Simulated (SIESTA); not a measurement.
## BiTe under changes of volume

One of the cells (33.855 Å³/atom); the others are scaled copies at fixed shape and fractional positions:

```
Bi Te
1.0
     0.00000    3.23500    3.23500
     3.23500    0.00000    3.23500
     3.23500    3.23500    0.00000
Bi Te
1 1
Direct
  0.00000 0.00000 0.00000
  0.50000 0.50000 0.50000
```

- Program: SIESTA 5.4.2
- Functional: PBEsol
- Potentials or basis: PseudoDojo 0.4 standard (PBEsol files)
- Basis: DZP (energy shift 0.003 Ry; two zetas on semicore shells)
- Grid cutoff: 500 Ry
- Energy shift: 0.003 Ry
- k mesh: 7 × 7 × 7
- Occupations: fermi-dirac, width 0.05 eV
- Spin: no spin polarisation

```tsv
volume (Å³/atom)	energy over the lowest point (meV/atom)	pressure (GPa)
31.824	11.84	2.6
32.501	3.46	1.4
33.178	0.00	0.3
33.855	?	?
34.532	7.18	-1.6
35.209	15.71	-2.4
35.886	27.52	-3.2
```

Problem. What does the run at 33.855 Å³/atom give?

Solution. Energy over the lowest point 2.19 meV/atom; pressure -0.8 GPa.

Worked out: A Birch-Murnaghan fit of order 3 (a polynomial in V^(-2/3)) to the other rows has its minimum at 33.29 Å³/atom with B0 = V·E''(V) = 52 GPa and B' = 6.6. It gives 1.62 meV/atom at 33.855 Å³/atom, against the run's 2.19, and -dE/dV = -0.8 GPa, against -0.8.

Energies are extrapolated to zero smearing.

Caveats: the basis of atomic orbitals isn't converged, which shifts pressures, moduli and gaps.
